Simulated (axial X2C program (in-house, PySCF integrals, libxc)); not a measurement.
# FCoF: the levels of the configuration d6 s1 p(π)0

Which Ω levels does FCoF have in the configuration d6 s1 p(π)0, and how far apart?

The runs use an in-house X2C program for linear molecules on PySCF integrals; two-component X2C, average-of-configuration Hartree–Fock and CI in the open shells.

All values are calculated.

### Step 1. Set-up

Input file task.json:

```json
{"zs": [9, 27, 9], "q": 0, "bas": ["dyall-av3z", "dyall-v3z", "dyall-av3z"], "r0": 1.75, "metal": 1, "shells": [[2, [0, 1, 2], 6], [0, [0], 1], [1, [1], 0]], "fix": 0, "emax": 3.2, "nroots": 4}
```

Keys: zs atomic numbers; q charge; bas basis sets; r0 starting distance in Å; metal index of the metal atom; shells open shells as [l, |m| values, electrons]; fix electron count of the first shell held; emax energy window in eV; nroots roots for each Ω.

On the command line:

```
$ python soci.py task.json out
```

Two-component X2C with atomic mean-field Coulomb and Gaunt terms, basis F dyall-av3z, Co dyall-v3z (cores contracted in-house). Orbitals come from Hartree–Fock averaged over the configuration Co d6 s1 p(π)0; CI then distributes these electrons over the d, s, p(π) shells of Co.

### Step 2. CI at F–Co–F held linear, both bonds 1.784 Å

What does the calculation give? Wanted: lowest level of the model; next level; lowest curve, Re and ωe.

**Answer**, as computed:

| quantity | value |
| --- | --- |
| lowest level of the model | Ω = 7/2, g∥ = 10.00, 55% d7 + 45% d6 s1 |
| next level | Ω = 5/2, 277 cm⁻¹ higher |
| lowest curve, Re and ωe | 1.726 Å, 712.0 cm⁻¹ |

**Reading.** In the lowest level ⟨Sz⟩ = 1.50 and ⟨Lz⟩ = 2.00; its leading determinant has weight 0.54 among 773. From 1.784 to 2.007 Å the gap from the lowest to the fifth level goes from 6738 to 4956 cm⁻¹. Without dynamic correlation distances can be off by several hundredths of an Å, and the wavenumbers are rough. Dynamic correlation is missing, so gaps between terms are too wide and other configurations may lie lower; the lowest level listed is that of this model, not necessarily the ground state. The lowest levels belong to d7, not to the averaged configuration, so orbitals and distance suit them less well. For d shells the ligand-field splittings (σ, π, δ) and their order can be off by a thousand cm⁻¹ or more. At most 4 roots were kept for each Ω > 0 (twice that for Ω = 0) within 3.2 eV of the lowest, so higher up levels can be missing between those listed; levels with Ω > 0 are doubly degenerate and listed once, Ω = 0 levels singly. States that fill the shells left empty in the average are placed too high. The molecule was held linear; bending was not examined.
